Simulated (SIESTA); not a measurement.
The system is ZrNbB4.

```
Nb Zr B
1.0
     3.13844    0.00000    0.00000
    -1.56922    2.71797    0.00000
     0.00000    0.00000    6.88573
Nb Zr B
1 1 4
Direct
  0.00000 0.00000 0.00000
  0.00000 0.00000 0.50000
  0.66667 0.33333 0.24261
  0.66667 0.33333 0.75739
  0.33333 0.66667 0.24261
  0.33333 0.66667 0.75739
```

The cell comes from a database or a generator and needn't be the stable form of this composition.

```yaml
Program: SIESTA 5.4.2
Task: single point
Functional: PBEsol
Potentials_or_basis: PseudoDojo 0.4 standard (PBEsol files)
Basis: DZP (energy shift 0.003 Ry; two zetas on semicore shells)
Grid_cutoff: 800 Ry
Energy_shift: 0.003 Ry
k_mesh: 10 × 10 × 4
Occupations: fermi-dirac, width 0.05 eV
Spin: no spin polarisation
```

On this cell: pressure -4.6 GPa; largest force 0.038 eV/Å; band gap on the k mesh none (metal or under the smearing width).

The same run follows on a disturbed copy (atoms moved at random, drawn with an rms of 0.05 Å):

```xyz
6
Lattice="3.1384 0.0000 0.0000 -1.5692 2.7180 0.0000 0.0000 0.0000 6.8857" Properties=species:S:1:pos:R:3 pbc="T T T"
Nb   -0.0278   -0.0047   -0.0040
Zr   -0.0068   -0.0041    3.4211
B     1.5637    0.8424    1.6847
B     1.5347    0.8911    5.1607
B     0.0198    1.7700    1.6759
B     0.0239    1.7971    5.2010
```

Question: What does the disturbed cell give?

Answer: The energy (extrapolated to zero smearing) moves by +11.8 meV/atom; pressure -4.2 GPa; largest force 0.864 eV/Å; band gap on the k mesh none (metal or under the smearing width).

Forces in eV/Å, atoms in the order of the input:
```
Nb   0.332 -0.321 -0.171
Zr   0.091 -0.418  0.198
B    0.150  0.569 -0.366
B    0.691  0.002  0.518
B   -0.452  0.058 -0.202
B   -0.813  0.109  0.024
```

Stress tensor (GPa, compression positive):
```
-2.09 -0.26  0.07
-0.26 -2.12 -0.16
 0.07 -0.16 -8.52
```

Caveats: the basis of atomic orbitals isn't converged, which shifts pressures, moduli and gaps.
